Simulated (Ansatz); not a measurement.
This script makes a table of relaxed lattice constants and trends of a series on the perovskite structure: ZrTaO3, TaMoO3, TaRuO3, TaPdO3, TaAgO3 with the Ansatz DFT code, driven from Python.

`series_zrtao3.py`:
```python
"""A chemical series on the perovskite structure: relaxed cells and their trends."""

import warnings

import ansatz as az
import numpy as np
import pandas as pd


def perovskite(first, second, third, a):
    return (
        az.Lattice.cubic(a)
        .space_group(221)
        .atom(first, (0, 0, 0))
        .atom(second, (0.5, 0.5, 0.5))
        .atom(third, (0.5, 0.5, 0))
    )

POLARISED = {"TaMoO3", "TaRuO3"}


def ground_state(name, crystal):
    calc = (
        crystal.calculation()
        .scf(tolerance=1e-07, lower_state_search="light")
        .functional("PBEsol")
        .basis(460)
        .kpoints(spacing=0.39)
        .occupations("cold", width=0.02)
        .stress()
        .band_table()
    )
    if name in POLARISED:
        calc = calc.spin("collinear")
    calc = calc.relax(force_tolerance=0.03, max_steps=60, cell=True)
    return calc.run(threads=1)


def volume_per_atom(outcome):
    return abs(np.linalg.det(outcome.lattice.cell_ang)) / len(outcome.lattice.sites)


def gap_ev(outcome):
    # nan where the run reports no band edges: a metal, overlapping bands, or a gap that is small against the smearing
    edges = outcome.report.get("band_edges_ev")
    return edges[1] - edges[0] if edges else float("nan")

# the lattice constants below are starting guesses
warnings.simplefilter("ignore", az.DeckWarning)

phases = {}
phases["ZrTaO3"] = perovskite("Ta", "Zr", "O", 4.19)
phases["TaMoO3"] = perovskite("Ta", "Mo", "O", 4.06).moments(Mo=1.0)
phases["TaRuO3"] = perovskite("Ta", "Ru", "O", 4.01).moments(Ru=1.0)
phases["TaPdO3"] = perovskite("Ta", "Pd", "O", 3.96)
phases["TaAgO3"] = perovskite("Ta", "Ag", "O", 4.0)

done = {}
for name, crystal in phases.items():
    done[name] = ground_state(name, crystal)
    print(f"{name}: {done[name].report['energy_sigma0_ev']:.4f} eV, {len(done[name].lattice.sites)} atoms")

rows = [(name, float(np.linalg.norm(o.lattice.cell_ang[0])), volume_per_atom(o), gap_ev(o), abs(o.report["magnetization_mub"])) for name, o in done.items()]
print(pd.DataFrame(rows, columns=["compound", "a (A)", "V (A^3/atom)", "gap on mesh (eV)", "M (muB/cell)"]).round(4).to_string(index=False))
```

Rank the compounds by their relaxed volume per atom.

From smallest to largest: TaRuO3 (11.12 Å³), TaPdO3 (11.58 Å³), TaMoO3 (11.71 Å³), TaAgO3 (12.23 Å³) and ZrTaO3 (13.26 Å³). The largest is 19 % above the smallest.

The output:

```console
$ python series_zrtao3.py
ZrTaO3: -15616.7532 eV, 5 atoms
TaMoO3: -16382.4165 eV, 5 atoms
TaRuO3: -17299.0843 eV, 5 atoms
TaPdO3: -18387.7061 eV, 5 atoms
TaAgO3: -19001.5959 eV, 5 atoms
compound  a (A)  V (A^3/atom)  gap on mesh (eV)  M (muB/cell)
  ZrTaO3 4.0473       13.2590               NaN        0.0000
  TaMoO3 3.8830       11.7095               NaN        1.9051
  TaRuO3 3.8167       11.1196               NaN        0.8228
  TaPdO3 3.8687       11.5803               NaN        0.0000
  TaAgO3 3.9392       12.2255               NaN        0.0000
```

Reading the output:
- The settings weren't tested for convergence.
- Other magnetic orders than the one started from may lie lower.
- For the metals among these phases the mesh is modest: differences between phases can be off by up to 40 meV an atom.
- The program warned that this SCF threshold is loose for forces or stresses.
- Levels are Kohn-Sham eigenvalues on this mesh, without spin-orbit coupling.
- The cells are built on a prototype by substitution; a member may or may not take this structure in nature.
- The script silences the warnings on its input, which a real study should read.
- Hardware and time: 78 s on 1 thread of Arm Neoverse V2, on a shared host, peak memory 0.52 GiB.

(Lines on the test bed's own set-up are left out of the output.)
